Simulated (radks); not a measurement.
**Ru³⁺ in [Ar] 3d10 4s2 4p4 4d7: an all-electron calculation**

One table from this session's results is given with a row withheld; the runs are named, their logs left out.

Program: radks (a radial shooting solver on a logarithmic mesh, Libxc functionals) version 1. Level of theory: scalar-relativistic Kohn-Sham, PBE, spin-polarised, spherical densities, finite nucleus; open shells are filled with parallel spins first. These are calculated values, not measurements, unless marked.

## The atom as given

| Item | Value |
| --- | --- |
| element | ruthenium (Z = 44) |
| charge | +3 |
| electrons | 41 |
| configuration | [Ar] 3d10 4s2 4p4 4d7 |
| nuclear rms radius | 4.4809 fm |

Outer shells as boxes (Hund's rule):

Ru³⁺
```
[Ar] core
3d [↑↓][↑↓][↑↓][↑↓][↑↓]
4s [↑↓]
4p [↑↓][↑ ][↑ ]
4d [↑↓][↑↓][↑ ][↑ ][↑ ]
```

Set-up of the first run:

Input:

```text
Z 44
configuration [Ar] 3d10 4s2 4p4 4d7
relativity scalar-relativistic
functional pbe,pbe
spin polarised
nucleus finite rms 4.4809 fm
c 137.035999084
```

Steps of the session up to this table: Self-consistent calculation.

One of the session's tables, all rows but one given; the rest of the session is left out.

It belongs to the step «Orbitals and density». Sizes of the orbitals, from the radial functions (bohr):

| level | <r> | outermost maximum (interpolated) | 90 % within | nodes |
| --- | --- | --- | --- | --- |
| 1s up | 0.03344 | 0.0217 | 0.0599 | 0 |
| 1s down | 0.03344 | 0.0217 | 0.0599 | 0 |
| 2s up | 0.1457 | 0.123 | 0.225 | 1 |
| 2s down | 0.1457 | 0.123 | 0.225 | 1 |
| 2p up | 0.1269 | 0.0982 | 0.207 | 0 |
| 2p down | 0.1269 | 0.0982 | 0.207 | 0 |
| 3s up | 0.4026 | 0.362 | 0.594 | 2 |
| 3s down | 0.4024 | 0.362 | 0.593 | 2 |
| 3p up | 0.4029 | 0.355 | 0.608 | 1 |
| 3p down | 0.4027 | 0.355 | 0.607 | 1 |
| 3d up | 0.3840 | 0.301 | 0.611 | 0 |
| 3d down | 0.3835 | 0.301 | 0.610 | 0 |
| 4s up | 1.003 | 0.910 | 1.45 | 3 |
| 4s down | 1.003 | 0.907 | 1.46 | 3 |
| 4p up | 1.095 | 0.973 | 1.61 | 2 |
| 4p down | ? | ? | ? | ? |
| 4d up | 1.384 | 1.14 | 2.12 | 1 |
| 4d down | 1.429 | 1.16 | 2.22 | 1 |

**Question.** Estimate the row for 4p down.

The run gave: <r>: 1.100; outermost maximum (interpolated): 0.971; 90 % within: 1.62; nodes: 2. In the column «<r>» it lies between 4p up (1.095) and 4d up (1.384).
